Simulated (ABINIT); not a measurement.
## TaF3: relaxation of cell and atoms with PBE

Crystal: TaF3.

```xyz
4
Lattice="3.9012 0.0000 0.0000 0.0000 3.9012 0.0000 0.0000 0.0000 3.9012" Properties=species:S:1:pos:R:3 pbc="T T T"
Ta    0.0000    0.0000    0.0000
F     0.0000    0.0000    1.9506
F     0.0000    1.9506    0.0000
F     1.9506    0.0000    0.0000
```

* Program: ABINIT 10.8.3 (patched build)
* Task: relaxation of cell and atoms
* Functional: PBE
* Potentials or basis: PseudoDojo NC SR PBE v0.4.1 standard
* Cutoff: 1143 eV
* k mesh: 5 × 5 × 5
* Occupations: fermi-dirac, width 0.05 eV
* Spin: no spin polarisation
* Cell freedom (optcell): 2
* Optimiser (ionmov): 2
* Cutoff smearing ecutsm (Ha): 0.5
* Force stop (Ha/bohr): 2e-05

```yaml
Relaxed_volume: 17.46 Å³/atom
Relaxed_cell: a = 4.118 Å, b = 4.118 Å, c = 4.118 Å, α = 90.00°, β = 90.00°, γ = 90.00°
Space_group_after_relaxing_to_0.05_Å: Pm-3m (No. 221)
Energy_gained_by_relaxing: 173.4 meV/atom
Ionic_steps: 5
Pressure_after_relaxing: 0.0 GPa
Band_gap_on_the_k_mesh: none (metal or under the smearing width)
```

The path:
```tsv
step	energy change (eV)	largest force (eV/Å)	pressure (GPa)	volume (Å³)
1	0.0000	0.0000	24.68	59.37
2	-0.5037	0.0000	11.25	63.97
3	-0.6864	0.0000	1.90	68.63
4	-0.6934	0.0000	0.22	69.69
5	-0.6935	0.0000	0.01	69.84
```

Final structure:
```
CELL_PARAMETERS angstrom
4.11807 0.00000 0.00000
0.00000 4.11807 0.00000
0.00000 0.00000 4.11807
ATOMIC_POSITIONS crystal
Ta 0.00000 0.00000 0.00000
F 0.00000 0.00000 0.50000
F 0.00000 0.50000 0.00000
F 0.50000 0.00000 0.00000
```

Run time: 6.4 min on 1 thread of Intel(R) Xeon(R) Platinum 8259CL CPU @ 2.50GHz (Skylake/Cascade Lake) (shared host), peak memory 0.11 GiB.

Caveat: the volume moved by over 15 % at a fixed basis, so the end points are rough; the volume moved by +18 % from the deposited cell, more than functionals usually miss. The run has no spin-orbit coupling, so splittings on Ta are missing.
